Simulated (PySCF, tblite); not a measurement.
# C₆H₅F₃O: a rotation path, then NMR shifts on frames, part 2 of 2

tblite 0.8.0 and PySCF 2.14.0. Atoms count from 0.

## 5. NMR shieldings: image 4, PBE0/pcSseg-1

The job: settings as JSON, then the geometry in Å.

```
{"job": {"kind": "nmr", "xc": "PBE0", "basis": "pcSseg-1", "pop": false}, "charge": 0, "multiplicity": 1}
C      2.318300     0.738200    -0.712500
C      1.599000    -0.481500    -0.226900
C      0.623500    -0.472100     0.616700
C     -0.398000    -0.437000     1.442200
C     -1.781700    -0.258200     1.045600
O     -2.718900    -0.247300     1.804200
C     -2.100900    -0.045900    -0.467900
F     -2.730400     1.123600    -0.642800
F     -1.054700    -0.032900    -1.306700
F     -2.916900    -1.014200    -0.904400
H      1.899100     1.636300    -0.268900
H      3.376200     0.670900    -0.465800
H      2.223900     0.799700    -1.795400
H      1.919600    -1.424400    -0.651000
H     -0.262600    -0.547400     2.511600
```

Level: GIAO PBE0/pcSseg-1 NMR shielding, non-relativistic, gas phase.

The log of the run:

```text
coarse grid: 13960 points
cycle   1  E = -605.3000708155  dE =  1.782e+00  |g| = 1.180e+00  |ddm| = 3.803e+00
cycle   2  E = -604.5114961415  dE =  7.886e-01  |g| = 2.399e+00  |ddm| = 2.964e+00
cycle   3  E = -605.5336836105  dE = -1.022e+00  |g| = 3.291e-01  |ddm| = 2.397e+00
cycle   4  E = -605.5520866562  dE = -1.840e-02  |g| = 1.420e-01  |ddm| = 4.215e-01
cycle   5  E = -605.5556492046  dE = -3.563e-03  |g| = 2.942e-02  |ddm| = 1.413e-01
cycle   6  E = -605.5558199278  dE = -1.707e-04  |g| = 1.166e-02  |ddm| = 2.724e-02
cycle   7  E = -605.5558511484  dE = -3.122e-05  |g| = 3.331e-03  |ddm| = 1.231e-02
cycle   8  E = -605.5558532878  dE = -2.139e-06  |g| = 8.362e-04  |ddm| = 3.582e-03
final grid: 140128 points
cycle   9  E = -605.6463878412  dE = -3.500e-05  |g| = 1.263e-02  |ddm| = 4.500e-02
cycle  10  E = -605.6462952445  dE =  9.260e-05  |g| = 2.532e-02  |ddm| = 3.277e-02
cycle  11  E = -605.6464185386  dE = -1.233e-04  |g| = 2.705e-03  |ddm| = 2.389e-02
cycle  12  E = -605.6464199951  dE = -1.457e-06  |g| = 3.718e-04  |ddm| = 2.195e-03
cycle  13  E = -605.6464200124  dE = -1.732e-08  |g| = 2.243e-04  |ddm| = 4.410e-04
cycle  14  E = -605.6464200247  dE = -1.226e-08  |g| = 5.227e-05  |ddm| = 2.210e-04
cycle  15  E = -605.6464200252  dE = -5.186e-10  |g| = 1.521e-05  |ddm| = 4.326e-05
converged SCF energy = -605.6464200252

GIAO shielding tensors (ppm)
atom      isotropic    diamagn.    paramagn.     s11        s22        s33       span
  0 C      170.414     248.538     -78.124    161.000    167.933    182.309     21.308
  1 C       88.826     262.515    -173.689     -3.898    107.684    162.690    166.588
  2 C      -46.523     264.383    -310.906    -87.611    -35.289    -16.671     70.940
  3 C       90.319     256.797    -166.478     30.882     98.586    141.489    110.607
  4 C       -1.073     252.038    -253.111   -100.092      8.446     88.427    188.518
  5 O     -325.081     395.921    -721.002   -918.811   -409.149    352.717   1271.528
  6 C       60.869     239.936    -179.067     46.759     53.869     81.981     35.222
  7 F      251.715     470.060    -218.345    173.819    241.294    340.033    166.213
  8 F      258.162     481.029    -222.866    189.489    238.063    346.934    157.445
  9 F      252.512     468.791    -216.278    173.578    243.260    340.698    167.120
 10 H       29.704      30.789      -1.085     26.034     28.937     34.140      8.106
 11 H       29.665      27.436       2.229     25.310     27.105     36.578     11.268
 12 H       29.613      29.516       0.097     25.488     27.787     35.564     10.076
 13 H       25.697      31.104      -5.407     23.546     26.486     27.059      3.513
 14 H       25.641      30.124      -4.484     22.852     26.507     27.563      4.711
```

Run time: 27 s. Hardware: 1 thread of Arm Neoverse V2, shared host; peak memory 0.87 GiB.

Key values: δ C2 233.4, C4 188.0, C6 126.1, C1 98.1, H14 6.08, H13 6.02 ppm.

## 6. Shielding tensors: image 6, PBE0/pcSseg-1

The job: settings as JSON, then the geometry in Å.

```
{"job": {"kind": "nmr", "xc": "PBE0", "basis": "pcSseg-1", "pop": false}, "charge": 0, "multiplicity": 1}
C      2.290400     0.817800    -0.706900
C      1.578200    -0.411600    -0.237400
C      0.609000    -0.433800     0.613000
C     -0.405800    -0.455700     1.447500
C     -1.796100    -0.337800     1.050500
O     -2.738500    -0.356300     1.801200
C     -2.076800    -0.125000    -0.469700
F     -2.086900     1.187700    -0.759000
F     -1.183000    -0.688400    -1.297800
F     -3.267600    -0.619400    -0.809000
H      1.860000     1.709900    -0.261700
H      3.345200     0.754700    -0.444900
H      2.214300     0.886700    -1.790800
H      1.910700    -1.346900    -0.670800
H     -0.257600    -0.573800     2.513900
```

Method: GIAO PBE0/pcSseg-1 NMR shielding, non-relativistic, gas phase.

The log of the run:

```text
coarse grid: 13960 points
cycle   1  E = -605.3036817794  dE =  1.780e+00  |g| = 1.178e+00  |ddm| = 3.794e+00
cycle   2  E = -604.5259817586  dE =  7.777e-01  |g| = 2.389e+00  |ddm| = 2.879e+00
cycle   3  E = -605.5369885794  dE = -1.011e+00  |g| = 3.221e-01  |ddm| = 2.317e+00
cycle   4  E = -605.5544797289  dE = -1.749e-02  |g| = 1.415e-01  |ddm| = 4.030e-01
cycle   5  E = -605.5580080024  dE = -3.528e-03  |g| = 2.880e-02  |ddm| = 1.369e-01
cycle   6  E = -605.5581715684  dE = -1.636e-04  |g| = 1.132e-02  |ddm| = 2.658e-02
cycle   7  E = -605.5582007213  dE = -2.915e-05  |g| = 3.314e-03  |ddm| = 1.188e-02
cycle   8  E = -605.5582028540  dE = -2.133e-06  |g| = 8.251e-04  |ddm| = 3.502e-03
final grid: 140128 points
cycle   9  E = -605.6481281940  dE = -3.291e-05  |g| = 1.262e-02  |ddm| = 4.749e-02
cycle  10  E = -605.6480357250  dE =  9.247e-05  |g| = 2.532e-02  |ddm| = 3.185e-02
cycle  11  E = -605.6481588687  dE = -1.231e-04  |g| = 2.627e-03  |ddm| = 2.317e-02
cycle  12  E = -605.6481602517  dE = -1.383e-06  |g| = 3.653e-04  |ddm| = 2.100e-03
cycle  13  E = -605.6481602685  dE = -1.675e-08  |g| = 2.205e-04  |ddm| = 4.406e-04
cycle  14  E = -605.6481602803  dE = -1.178e-08  |g| = 5.147e-05  |ddm| = 2.172e-04
cycle  15  E = -605.6481602808  dE = -5.075e-10  |g| = 1.464e-05  |ddm| = 4.296e-05
converged SCF energy = -605.6481602808

GIAO shielding tensors (ppm)
atom      isotropic    diamagn.    paramagn.     s11        s22        s33       span
  0 C      170.869     248.538     -77.669    161.357    168.848    182.403     21.046
  1 C       87.879     262.161    -174.282     -5.355    106.516    162.475    167.830
  2 C      -45.981     264.018    -309.999    -87.172    -34.301    -16.472     70.700
  3 C       91.206     256.630    -165.424     30.825    100.190    142.602    111.777
  4 C       -0.538     252.230    -252.768    -98.944     10.793     86.537    185.481
  5 O     -324.511     395.503    -720.013   -923.678   -405.174    355.320   1278.998
  6 C       60.793     240.826    -180.034     46.372     53.569     82.437     36.066
  7 F      250.459     474.736    -224.277    167.404    244.788    339.186    171.782
  8 F      252.509     479.640    -227.131    174.365    241.593    341.571    167.206
  9 F      262.817     466.365    -203.548    185.740    260.296    342.413    156.673
 10 H       29.697      30.723      -1.026     25.979     28.898     34.214      8.235
 11 H       29.678      27.454       2.224     25.296     27.142     36.598     11.302
 12 H       29.615      29.470       0.145     25.492     27.740     35.613     10.121
 13 H       25.641      31.143      -5.502     23.473     26.279     27.170      3.697
 14 H       25.686      30.093      -4.407     22.906     26.493     27.660      4.754
```

Wall time 28 s (1 thread of Arm Neoverse V2, shared host); peak memory 0.87 GiB.

In short: δ C2 232.9, C4 187.5, C6 126.1, C1 99.0, H13 6.08, H14 6.03 ppm.

## 7. Nuclear shieldings: image 8, PBE0/pcSseg-1

The job: settings as JSON, then the geometry in Å.

```
{"job": {"kind": "nmr", "xc": "PBE0", "basis": "pcSseg-1", "pop": false}, "charge": 0, "multiplicity": 1}
C      2.221700     0.894300    -0.698900
C      1.543400    -0.363400    -0.253500
C      0.584400    -0.424200     0.606300
C     -0.413000    -0.474300     1.460600
C     -1.805300    -0.379200     1.063700
O     -2.760300    -0.436900     1.793300
C     -2.013100    -0.180300    -0.469500
F     -1.406700     0.935500    -0.913400
F     -1.499800    -1.201600    -1.179000
F     -3.299900    -0.083600    -0.793300
H      1.776700     1.765200    -0.227300
H      3.280300     0.848500    -0.449000
H      2.130400     0.988200    -1.779200
H      1.899700    -1.281500    -0.704600
H     -0.242800    -0.598700     2.522000
```

Level: GIAO PBE0/pcSseg-1 NMR shielding, non-relativistic, gas phase.

The log of the run:

```text
coarse grid: 13960 points
cycle   1  E = -605.3089865102  dE =  1.779e+00  |g| = 1.174e+00  |ddm| = 3.790e+00
cycle   2  E = -604.5456224577  dE =  7.634e-01  |g| = 2.375e+00  |ddm| = 2.802e+00
cycle   3  E = -605.5410325418  dE = -9.954e-01  |g| = 3.149e-01  |ddm| = 2.250e+00
cycle   4  E = -605.5576704407  dE = -1.664e-02  |g| = 1.399e-01  |ddm| = 3.864e-01
cycle   5  E = -605.5611167644  dE = -3.446e-03  |g| = 2.811e-02  |ddm| = 1.324e-01
cycle   6  E = -605.5612725037  dE = -1.557e-04  |g| = 1.089e-02  |ddm| = 2.586e-02
cycle   7  E = -605.5612991692  dE = -2.667e-05  |g| = 3.284e-03  |ddm| = 1.137e-02
cycle   8  E = -605.5613012823  dE = -2.113e-06  |g| = 8.033e-04  |ddm| = 3.417e-03
final grid: 140128 points
cycle   9  E = -605.6508319993  dE = -3.172e-05  |g| = 1.275e-02  |ddm| = 4.666e-02
cycle  10  E = -605.6507391555  dE =  9.284e-05  |g| = 2.547e-02  |ddm| = 3.113e-02
cycle  11  E = -605.6508631899  dE = -1.240e-04  |g| = 2.656e-03  |ddm| = 2.272e-02
cycle  12  E = -605.6508645930  dE = -1.403e-06  |g| = 3.657e-04  |ddm| = 2.105e-03
cycle  13  E = -605.6508646101  dE = -1.710e-08  |g| = 2.134e-04  |ddm| = 4.342e-04
cycle  14  E = -605.6508646210  dE = -1.095e-08  |g| = 5.043e-05  |ddm| = 2.097e-04
cycle  15  E = -605.6508646215  dE = -4.916e-10  |g| = 1.485e-05  |ddm| = 4.218e-05
converged SCF energy = -605.6508646215

GIAO shielding tensors (ppm)
atom      isotropic    diamagn.    paramagn.     s11        s22        s33       span
  0 C      170.601     248.539     -77.939    160.927    168.675    182.200     21.272
  1 C       87.159     262.200    -175.041     -7.075    106.302    162.250    169.325
  2 C      -46.222     264.055    -310.278    -88.616    -34.762    -15.289     73.327
  3 C       92.411     256.554    -164.143     31.124    102.255    143.854    112.730
  4 C       -0.186     252.480    -252.666    -97.512     12.822     84.133    181.644
  5 O     -318.789     395.055    -713.844   -920.342   -396.057    360.032   1280.374
  6 C       60.941     241.388    -180.447     46.098     54.229     82.497     36.398
  7 F      248.147     478.652    -230.505    165.201    246.552    332.688    167.487
  8 F      247.329     476.872    -229.543    160.579    246.083    335.325    174.747
  9 F      271.644     466.059    -194.415    192.511    278.915    343.504    150.993
 10 H       29.680      30.717      -1.037     25.971     29.007     34.063      8.092
 11 H       29.710      27.512       2.198     25.327     27.141     36.661     11.334
 12 H       29.630      29.489       0.142     25.519     27.755     35.617     10.098
 13 H       25.596      31.201      -5.605     23.427     26.337     27.026      3.599
 14 H       25.757      30.109      -4.352     23.020     26.497     27.754      4.734
```

Wall time 28 s (1 thread of Arm Neoverse V2, shared host); peak memory 0.87 GiB.

Key values: δ C2 233.1, C4 187.1, C6 126.0, C1 99.8, H13 6.12, H14 5.96 ppm.

## 8. Run by run: NMR shifts

Shifts (ppm) of some atoms, chosen among heavy atoms and hydrogens apart, with basis size and wall time:

```csv
frame,C3,H13,H14,O5,F9,F8,F7,functions,time
image 0,94.5,6.11,5.97,655.5,-76.8,-77.7,-100.6,195,35 s
image 2,95.2,6.04,6.02,660.1,-80.3,-80.7,-92.9,195,28 s
image 4,96.6,6.02,6.08,661.2,-81.6,-87.2,-80.8,195,27 s
image 6,95.7,6.08,6.03,660.6,-91.9,-81.6,-79.5,195,28 s
image 8,94.5,6.12,5.96,654.9,-100.7,-76.4,-77.2,195,28 s
```

## 9. Results

The summary covers parts 1 to 2.

| quantity | value |
| --- | --- |
| barrier | 0.112 eV (2.6 kcal/mol) at image 4 |
| end to end (GFN2-xTB) | -0.001 eV |
| 13C shifts against TMS (PBE0/pcSseg-1, image 0) | 232.9, 187.0, 126.0, 99.6, 94.5, 16.2 ppm |
| 1H shifts against TMS (PBE0/pcSseg-1, image 0) | 6.11, 5.97, 2.07, 2.04, 2.02 ppm |
| 17O shifts against H2O (PBE0/pcSseg-1, image 0) | 655.5 ppm |
| 19F shifts against CFCl3 (PBE0/pcSseg-1, image 0) | -76.8, -77.7, -100.6 ppm |
| surface potential, 1st and 99th percentile | -1.43 V and 1.31 V |
| range of the shift of F9 | -100.7 to -76.8 ppm |

What this shows: Along the band the dihedral turns by 122°, and the top (dihedral 239°) lies 2.6 kcal/mol above the start (GFN2-xTB, rough), so at room temperature this motion is fast. The top was not checked by a frequency run. Shifts at one fixed geometry are not the observed spectrum, which averages over the motion. In the first frame run (image 0): The largest span, 1281 ppm, is at O5, where the paramagnetic term is -714 ppm. By nearest atom (PBE0/pcSseg-1), the HOMO sits on O5 31 %; C1, C2 about 17 % each and the LUMO on C2, C4 about 26 % each; O5 24 %. Across the 5 runs the shift of F9 moves most, between -100.7 (image 8) and -76.8 ppm (image 0).
